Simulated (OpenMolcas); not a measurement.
# Cr³⁺ among point charges: CASSCF and CASPT2 levels and susceptibility

How does a field of 8 point charges split the states of Cr³⁺, and what χT follows?

The numbers are computed with OpenMolcas 26.06 (state-averaged CASSCF and CASPT2, spin-orbit coupling by RASSI with atomic mean-field integrals), except any that are marked as measured or tabulated.

### 1 Starting point

```
Species                           : Cr³⁺ (chromium, Z = 24, 21 electrons)
Basis                             : ANO-RCC-VTZP [6s5p3d2f1g], 59 functions
Scalar Hamiltonian                : DKH2, point nucleus
Inactive shells                   : 1s 2s 2p 3s 3p
Active space                      : 3 electrons in 5 orbitals (3d)
Some configurations of this space : 3d³
Orbitals                          : optimised for each spin and parity, averaged over all roots
```

Outer shells as boxes (Hund's rule):

3d3
```
3d [↑ ][↑ ][↑ ][  ][  ]
```

The ion sits among 8 point charges of -1.28 e arranged as a cube (Oh), 1.84 Å from the ion.

The work runs as a chain of OpenMolcas steps in one folder; each step below is one input file. Labels, J, g values, rates, χT and fits are worked out afterwards by a script from the matrices that RASSI stores. The input lists half of the charges; inversion (Group=XYZ) makes the rest.

### 2 One- and two-electron integrals

Input file a.inp:

```
&GATEWAY
Coord
1

Cr 0.0 0.0 0.0
Basis=ANO-RCC-VTZP
Group=XYZ
NoMove
AngMom=0.0 0.0 0.0
AMFI
XField
4 Angstrom 0
1.062324 1.062324 1.062324 -1.280000
1.062324 1.062324 -1.062324 -1.280000
1.062324 -1.062324 1.062324 -1.280000
1.062324 -1.062324 -1.062324 -1.280000
&SEWARD
```

Run with:

```
$ OMP_NUM_THREADS=1 MOLCAS_MEM=1689 MOLCAS_PROJECT=a pymolcas a.inp > a.log
```

What it wrote:

```text
Basis set label: CR.ANO-RCC...6S5P3D2F1G.

      Electronic valence basis set:
      ------------------
      Associated Effective Charge  24.000000 au
      Associated Actual Charge     24.000000 au
      Nuclear Model: Point charge

      Shell  nPrim  nBasis  Cartesian Spherical Contaminant
         s      21       6        X
         p      15       5        X
         d      10       3                 X
         f       6       2                 X
         g       4       1                 X
                  Relativistic Douglas-Kroll-Hess integrals:
                    - DKH order of Hamiltonian: 2
                    - DKH order of Properties : 0
                  Atomic mean-field integrals
```

### 3 CASSCF: quartets of even parity, 10 roots

Input file a.inp:

```
&RASSCF
FileOrb=start.orb
Symmetry=1
Spin=4
nActEl=3 0 0
Inactive=3 6
Ras2=5 0
CIRoot=10 10 1
SDav=10
CIMx=300
Iter=120 100
PrWF=0.3
OrbListing=Nothing
MaxOrb=0
>>> COPY $Project.JobIph JOB001
```

start.orb holds the contracted functions of the basis, ordered by shell, or the orbitals of the step before.

What it wrote, cut to the lines that bear on the results:

```text
[...]
      Number of active orbitals                  5
[...]
      Spin quantum number                      1.5
[...]
      Active orbitals                            5   0
[...]
      Number of CSFs                            10
      Number of root(s) required                10
[...]
      Convergence after  8 iterations
[...]
      Natural orbitals and occupation numbers for root  1
      sym 1:   0.966142   0.966142   1.000000   0.033858   0.033858
      Natural orbitals and occupation numbers for root  2
      sym 1:   0.129612   1.000000   0.870388   0.129612   0.870388
      Natural orbitals and occupation numbers for root  3
      sym 1:   0.032712   0.032712   0.967288   0.967288   1.000000
::    RASSCF root number  1 Total energy:  -1056.62389177
::    RASSCF root number  2 Total energy:  -1056.62389177
::    RASSCF root number  3 Total energy:  -1056.62389177
[...]
::    RASSCF root number  7 Total energy:  -1056.59227410
::    RASSCF root number  8 Total energy:  -1056.53309655
::    RASSCF root number  9 Total energy:  -1056.53309655
::    RASSCF root number 10 Total energy:  -1056.53309655
```

### 4 CASSCF: doublets of even parity, 40 roots

Input file a.inp:

```
&RASSCF
FileOrb=start.orb
Symmetry=1
Spin=2
nActEl=3 0 0
Inactive=3 6
Ras2=5 0
CIRoot=40 40 1
SDav=40
CIMx=300
Iter=120 100
PrWF=0.3
OrbListing=Nothing
MaxOrb=0
>>> COPY $Project.JobIph JOB002
```

What it wrote, cut to the lines that bear on the results:

```text
[...]
      Number of active orbitals                  5
[...]
      Spin quantum number                      0.5
[...]
      Active orbitals                            5   0
[...]
      Number of CSFs                            40
      Number of root(s) required                40
[...]
      Convergence after  7 iterations
[...]
      Natural orbitals and occupation numbers for root  1
      sym 1:   0.141207   0.940665   1.700496   0.131508   0.086123
      Natural orbitals and occupation numbers for root  2
      sym 1:   0.098019   1.700496   0.940665   0.107718   0.153103
      Natural orbitals and occupation numbers for root  3
      sym 1:   0.308981   1.179806   0.489244   0.309905   0.712064
::    RASSCF root number  1 Total energy:  -1056.54838900
::    RASSCF root number  2 Total energy:  -1056.54838900
::    RASSCF root number  3 Total energy:  -1056.53927390
[...]
::    RASSCF root number 27 Total energy:  -1056.48925637
::    RASSCF root number 28 Total energy:  -1056.48925637
::    RASSCF root number 29 Total energy:  -1056.42863261
::    RASSCF root number 30 Total energy:  -1056.42863261
```

### 5 State interaction with spin-orbit coupling

Input file a.inp:

```
&RASSI
NrOfJobIphs=2 10 40
1 2 3 4 5 6 7 8 9 10
1 2 3 4 5 6 7 8 9 10 11 12 13 14 15 16 17 18 19 20 21 22 23 24 25 26 27
28 29 30 31 32 33 34 35 36 37 38 39 40
IphNames
JOB001
JOB002
EJob
SpinOrbit
DIPRint=1.0
SOCoupling=1000.0
Subsets=2
Property=9
'ANGMOM' 1 'ANGMOM' 2 'ANGMOM' 3 'MLTPL  1' 1 'MLTPL  1' 2 'MLTPL  1' 3
'AMFI' 1 'AMFI' 2 'AMFI' 3
SOProperty=3
'ANGMOM' 1 'ANGMOM' 2 'ANGMOM' 3
```

What it wrote:

```text
SPIN-FREE ENERGIES:
  (Shifted by EMIN (a.u.) =      -1056.6238917662)

 SF State       Relative EMIN(au)   Rel lowest level(eV)    D:o, cm**(-1)      L_eff

     1             0.0000000000        0.0000000000              0.0000         3.0
     2             0.0000000000        0.0000000000              0.0000         3.0
     3             0.0000000000        0.0000000000              0.0000         3.0
     4             0.0141600010        0.3853132575           3107.7610         3.0
     5             0.0141600010        0.3853132575           3107.7610         3.0
     6             0.0141600010        0.3853132575           3107.7610         3.0
     7             0.0316176628        0.8603604336           6939.2749         3.0
    11             0.0755027704        2.0545350474          16570.9427         4.0
    12             0.0755027704        2.0545350474          16570.9427         4.0
    13             0.0846178635        2.3025693683          18571.4744         3.9
    14             0.0846178635        2.3025693683          18571.4744         3.9
    15             0.0846178635        2.3025693683          18571.4744         3.9
    16             0.0870841868        2.3696814439          19112.7698         4.2
    17             0.0870841868        2.3696814439          19112.7698         4.2
    18             0.0870841868        2.3696814439          19112.7698         4.2
    10             0.0907952197        2.4706637928          19927.2474         1.0
     8             0.0907952197        2.4706637928          19927.2474         1.0
     9             0.0907952197        2.4706637928          19927.2474         1.0
    19             0.0962737005        2.6197408508          21129.6349         4.0
    20             0.1089884338        2.9657263682          23920.1963         2.9
    21             0.1089884338        2.9657263682          23920.1963         2.9
    22             0.1089884338        2.9657263682          23920.1963         2.9
    23             0.1148526999        3.1253011788          25207.2540         4.5
    24             0.1148526999        3.1253011788          25207.2540         4.5
    25             0.1148526999        3.1253011788          25207.2540         4.5
    26             0.1170530418        3.1851755305          25690.1732         4.8
    27             0.1170530418        3.1851755305          25690.1732         4.8
    28             0.1170530418        3.1851755305          25690.1732         4.8
    29             0.1236108743        3.3636232457          27129.4511         4.8
    30             0.1236108743        3.3636232457          27129.4511         4.8
    31             0.1321144916        3.5950184600          28995.7793         4.1
    32             0.1321144916        3.5950184600          28995.7793         4.1
    33             0.1321144916        3.5950184600          28995.7793         4.1
    34             0.1326680845        3.6100824888          29117.2789         2.4
    35             0.1326680845        3.6100824888          29117.2789         2.4
    36             0.1346353920        3.6636156544          29549.0530         3.0
    37             0.1346353920        3.6636156544          29549.0530         3.0
    38             0.1346353920        3.6636156544          29549.0530         3.0
    39             0.1952591563        5.3132723206          42854.4314         3.0
    40             0.1952591563        5.3132723206          42854.4314         3.0
Eigenvalues of complex Hamiltonian:
   -----------------------------------
  (Shifted by EMIN (a.u.) =      -1056.6238917662)

 SO State       Relative EMIN(au)   Rel lowest level(eV)    D:o, cm**(-1)     J-value

     1            -0.0012167560        0.0000000000              0.0000         2.1
     2            -0.0012167560        0.0000000000              0.0000         2.0
     3            -0.0012167560        0.0000000000              0.0000         2.1
     4            -0.0012167560        0.0000000000              0.0000         2.0
     5            -0.0010243404        0.0052358960             42.2303         2.2
     6            -0.0010243404        0.0052358960             42.2303         2.2
     7             0.0004975252        0.0466479673            376.2412         2.9
     8             0.0004975252        0.0466479673            376.2412         2.6
     9             0.0004975252        0.0466479673            376.2412         3.3
    10             0.0004975252        0.0466479673            376.2412         3.0
    11             0.0015351109        0.0748821128            603.9650         3.4
    12             0.0015351109        0.0748821128            603.9650         3.4
    13             0.0136246185        0.4038543750           3257.3052         2.5
    14             0.0136246185        0.4038543750           3257.3052         2.5
    15             0.0138400510        0.4097165903           3304.5872         2.6
    16             0.0138400510        0.4097165903           3304.5872         2.7
    17             0.0138400510        0.4097165903           3304.5872         2.6
    18             0.0138400510        0.4097165903           3304.5872         2.6
    19             0.0145043623        0.4277934216           3450.3866         3.0
    20             0.0145043623        0.4277934216           3450.3866         3.0
    21             0.0146525816        0.4318266743           3482.9170         3.4
    22             0.0146525816        0.4318266743           3482.9170         3.4
    23             0.0146525816        0.4318266743           3482.9170         2.8
    24             0.0146525816        0.4318266743           3482.9170         2.8
    25             0.0317266777        0.8964364983           7230.2480         2.7
    26             0.0317266777        0.8964364983           7230.2480         3.1
    27             0.0317266777        0.8964364983           7230.2480         3.1
    28             0.0317266777        0.8964364983           7230.2480         2.7
    29             0.0753508692        2.0835112228          16804.6513         3.1
    30             0.0753508692        2.0835112228          16804.6513         3.1
    31             0.0753508692        2.0835112228          16804.6513         3.3
    32             0.0753508692        2.0835112228          16804.6513         3.3
    33             0.0837120030        2.3110292647          18639.7081         2.8
    34             0.0837120030        2.3110292647          18639.7081         2.8
    35             0.0849636808        2.3450891540          18914.4196         3.6
    36             0.0849636808        2.3450891540          18914.4196         3.6
    37             0.0849636808        2.3450891540          18914.4196         3.1
    38             0.0849636808        2.3450891540          18914.4196         3.1
    39             0.0863435405        2.3826370484          19217.2638         3.3
    40             0.0863435405        2.3826370484          19217.2638         3.3
    41             0.0875731430        2.4160962378          19487.1304         2.9
Weights of the five most important spin-orbit-free states for each spin-orbit state.

 SO State  Total energy (au)           Spin-free states, spin, and weights
 -------------------------------------------------------------------------------------------------------
    1        -0.001217       3 1.5  0.4310    1 1.5  0.3522    2 1.5  0.2033    4 1.5  0.0054    6 1.5  0.0044
    2        -0.001217       2 1.5  0.4404    1 1.5  0.3107    3 1.5  0.2355    5 1.5  0.0052    6 1.5  0.0043
    3        -0.001217       3 1.5  0.4154    1 1.5  0.3282    2 1.5  0.2429    4 1.5  0.0049    6 1.5  0.0048
    4        -0.001217       2 1.5  0.4287    1 1.5  0.3244    3 1.5  0.2334    5 1.5  0.0056    6 1.5  0.0038
    5        -0.001024       3 1.5  0.3325    1 1.5  0.3325    2 1.5  0.3325    6 1.5  0.0008    5 1.5  0.0008
    6        -0.001024       3 1.5  0.3325    2 1.5  0.3325    1 1.5  0.3325    4 1.5  0.0008    5 1.5  0.0008
    7         0.000498       2 1.5  0.4630    3 1.5  0.4560    1 1.5  0.0724    5 1.5  0.0028    6 1.5  0.0028
    8         0.000498       2 1.5  0.4450    1 1.5  0.2951    3 1.5  0.2514    6 1.5  0.0030    5 1.5  0.0026
    9         0.000498       3 1.5  0.4616    1 1.5  0.3766    2 1.5  0.1533    4 1.5  0.0030    5 1.5  0.0028
   10         0.000498       1 1.5  0.5779    2 1.5  0.2606    3 1.5  0.1530    4 1.5  0.0028    5 1.5  0.0027
   11         0.001535       2 1.5  0.3322    1 1.5  0.3322    3 1.5  0.3322    5 1.5  0.0010    4 1.5  0.0010
   12         0.001535       3 1.5  0.3322    1 1.5  0.3322    2 1.5  0.3322    4 1.5  0.0010    6 1.5  0.0010
```

Time for these steps: 10 s (1 thread of Arm Neoverse V1, shared host).

Spin-free states, with their symmetry labels:

```
state  degeneracy  E (cm-1)  free-ion L (%)
  4T1           3         0          F (99)
  4T2           3      3108         F (100)
  4A2           1      6939         F (100)
   2E           2     16571          G (68)
  2T2           3     18571          G (93)
  2T1           3     19113          G (82)
  4T1           3     19927          P (99)
  2A1           1     21130         G (100)
  2T1           3     23920          P (65)
  2T2           3     25207          H (73)
  2T1           3     25690          H (87)
   2E           2     27129          H (81)
  2T1           3     28996          H (61)
   2E           2     29117          D (84)
  2T2           3     29549          D (74)
  2T2           3     42854          F (98)
  2T1           3     42924          F (98)
  2A2           1     44010         F (100)
  2T2           3     66180          D (98)
   2E           2     67033         D (100)
```

With spin-orbit coupling:

| E (cm-1) | Degeneracy | Label | 2S+1 | g |
| --- | --- | --- | --- | --- |
| 0.0 | 4 | Γ8 | 4 |  |
| 42.2 | 2 | Γ7 | 4 | 1.22 1.22 1.22 |
| 376.2 | 4 | Γ8 | 4 |  |
| 604.0 | 2 | Γ6 | 4 | 4.06 4.06 4.06 |
| 3257 | 2 | Γ7 | 4 | 3.21 3.21 3.21 |
| 3305 | 4 | Γ8 | 4 |  |
| 3450 | 2 | Γ6 | 4 | 2.07 2.07 2.07 |
| 3483 | 4 | Γ8 | 4 |  |
| 7230 | 4 | Γ8 | 4 |  |
| 16805 | 4 | Γ8 | 2 |  |
| 18640 | 2 | Γ7 | 2 | 2.31 2.31 2.31 |
| 18914 | 4 | Γ8 | 2 |  |
| 19217 | 2 | Γ6 | 2 | 0.39 0.39 0.39 |
| 19487 | 4 | Γ8 | 2 |  |
| 19935 | 2 | Γ6 | 4 | 2.67 2.67 2.67 |
| 20041 | 4 | Γ8 | 4 |  |
| 20326 | 2 | Γ7 | 4 | 2.65 2.65 2.65 |
| 20329 | 4 | Γ8 | 4 |  |
| 21375 | 2 | Γ6 | 2 | 2.08 2.08 2.08 |
| 24071 | 2 | Γ6 | 2 | 1.43 1.43 1.43 |
| 24255 | 4 | Γ8 | 2 |  |
| 25462 | 4 | Γ8 | 2 |  |
| 25612 | 2 | Γ7 | 2 | 3.24 3.24 3.24 |
| 25891 | 4 | Γ8 | 2 |  |

Principal g values are given for doublets only; a zero marks a field direction without first-order Zeeman splitting.

Powder χT (cm³ K/mol): 0.21 at 2 K, 0.23 at 5 K, 0.26 at 10 K, 0.32 at 20 K, 0.46 at 50 K, 0.64 at 100 K, 0.82 at 150 K, 0.99 at 200 K, 1.14 at 250 K, 1.28 at 300 K.

A ligand-field fit to the states below 45000 cm-1 gives 10Dq = -4017 cm-1, B = 1147 cm-1 and C = 4351 cm-1 (C/B = 3.79), with a deviation of 146 cm-1.

Orbitals of the lowest block (energies include the constant potential of the surroundings):

```
shell     space  energy (hartree)  mean occupation  ⟨r²⟩ (bohr²)
   1s  inactive         -220.6109            2.000       0.00539
   2s  inactive          -25.1929            2.000         0.100
   2p  inactive          -20.8276            6.000        0.0824
   3s  inactive           -1.9007            2.000         0.909
   3p  inactive           -0.5925            6.000          1.04
   3d      RAS2                              3.000          1.49
```

### 6 CASPT2: IPEA 0.25, imaginary shift 0.1 (closed shells correlated: 3s 3p)

Input file a.inp:

```
>>> COPY JOB001 $Project.JobIph
&CASPT2
Multistate=10 1 2 3 4 5 6 7 8 9 10
NoMult
Frozen=2 3
IPEA=0.25
Imaginary=0.1
MaxIter=60
WThr=0.0 0.3 0.05
PrWF=0.5
NoMix
>>> COPY JOB002 $Project.JobIph
&CASPT2
Multistate=40 1 2 3 4 5 6 7 8 9 10 11 12 13 14 15 16 17 18 19 20 21 22
23 24 25 26 27 28 29 30 31 32 33 34 35 36 37 38 39 40
NoMult
Frozen=2 3
IPEA=0.25
Imaginary=0.1
MaxIter=60
WThr=0.0 0.3 0.05
PrWF=0.5
NoMix
```

What it wrote, cut to the lines that bear on the results:

```text
[...]
      Active orbitals                            5   0
[...]
      E2 (Variational):          -0.3356349571
      Total energy:           -1056.9595267233
[...]
::    CASPT2 Root  1     Total energy:  -1056.95952672
::    CASPT2 Root  2     Total energy:  -1056.96124640
[...]
::    CASPT2 Root 27     Total energy:  -1056.84574720
::    CASPT2 Root 28     Total energy:  -1056.84574309
::    CASPT2 Root 29     Total energy:  -1056.79373016
::    CASPT2 Root 30     Total energy:  -1056.79374441
```

This run: 6.5 s of run time, 1 thread of Arm Neoverse V1, shared host.

SS-CASPT2: lowest energy less the reference's lowest, -0.3362 hartree; reference weights 0.944 to 0.958.

States without spin-orbit coupling:

```
state  degeneracy  E (cm-1)  free-ion L (%)
  4T1           3         0          F (99)
  4T2           3      3153         F (100)
  4A2           1      7513         F (100)
   2E           2     14545          G (68)
  2T2           3     15475          G (93)
  2T1           3     16269          G (82)
  4T1           3     16586          P (99)
  2A1           1     17883         G (100)
  2T1           3     19918          P (65)
  2T2           3     21732          H (73)
  2T1           3     22994          H (87)
   2E           2     24432          D (84)
   2E           2     24447          H (81)
  2T2           3     25116          D (74)
  2T1           3     26343          H (61)
  2T2           3     36513          F (98)
  2T1           3     36725          F (98)
  2A2           1     37757         F (100)
  2T2           3     56248          D (98)
   2E           2     57472         D (100)
```

With spin-orbit coupling:

```tsv
E (cm-1)	Degeneracy	Label	2S+1	g
0	4	Γ8	4	
43	2	Γ7	4	1.22 1.22 1.22
380	4	Γ8	4	
600	2	Γ6	4	4.07 4.07 4.07
3300	2	Γ7	4	3.21 3.21 3.21
3350	4	Γ8	4	
3500	2	Γ6	4	2.08 2.08 2.08
3530	4	Γ8	4	
7800	4	Γ8	4	
14750	4	Γ8	2	
15540	2	Γ7	2	2.31 2.31 2.31
15860	4	Γ8	2	
16370	2	Γ6	2	0.42 0.42 0.42
16590	2	Γ6	4	2.67 2.67 2.67
16620	4	Γ8	2	
16700	4	Γ8	4	
16990	2	Γ7	4	2.65 2.65 2.65
16990	4	Γ8	4	
18130	2	Γ6	2	2.10 2.10 2.10
20080	2	Γ6	2	1.45 1.45 1.45
20280	4	Γ8	2	
21980	4	Γ8	2	
22140	2	Γ7	2	3.24 3.24 3.24
23190	4	Γ8	2
```

Powder χT (cm³ K/mol): 0.21 at 2 K, 0.23 at 5 K, 0.26 at 10 K, 0.32 at 20 K, 0.46 at 50 K, 0.64 at 100 K, 0.82 at 150 K, 0.99 at 200 K, 1.14 at 250 K, 1.28 at 300 K.

A ligand-field fit to the states below 45000 cm-1 gives 10Dq = -3878 cm-1, B = 955 cm-1 and C = 3785 cm-1 (C/B = 3.96), with a deviation of 514 cm-1.

### 7 The methods side by side

A. CASSCF
B. SS-CASPT2, IPEA 0.25, imaginary shift 0.1 (closed shells correlated: 3s 3p)

| method | ground state | first state of that spin (cm-1) | first gap with spin-orbit (cm-1) | χT at 300 K |
| --- | --- | --- | --- | --- |
| A | 4T1 | 4T2 3108 | 42.2 | 1.28 |
| B | 4T1 | 4T2 3153 | 42.7 | 1.28 |

### 8 Outcome

| quantity | value |
| --- | --- |
| method | SS-CASPT2, IPEA 0.25, imaginary shift 0.1 (closed shells correlated: 3s 3p) |
| spin-free ground state | 4T1, 3-fold in its orbital part |
| first state of the same spin within the active space | 4T2 at 3150 cm⁻¹ |
| lowest level | 4-fold Γ8 |
| next level | 42.7 cm⁻¹ |
| χT at 300 K | 1.28 cm³ K/mol |
| effective moment at 300 K | 3.20 μB |

Cost by method:

```
                                              method  time of its own steps  time with the reference
                                           A. CASSCF                   10 s                     10 s
B. SS-CASPT2, IPEA 0.25, imaginary shift 0.1, +3s 3p                  6.5 s                     17 s
```

Times are of one thread on a shared host.

What this shows: The spin-free ground state (4T1) comes to 99 % from free-ion F terms and keeps the highest spin of the shell. χT at 300 K is 1.28, against 1.88 cm³ K/mol for the spin alone, so spin-orbit coupling lowers it. A ligand-field fit to the states below 45000 cm-1 gives 10Dq = -3878 cm-1, B = 955 cm-1 and C = 3785 cm-1 (C/B = 3.96), with a deviation of 514 cm-1. CASPT2 does not keep the components of a term degenerate, and the means are used. The field of point charges can differ much from that of real complexes. Point charges carry no covalency, so the field is a model and not that of real ligands.
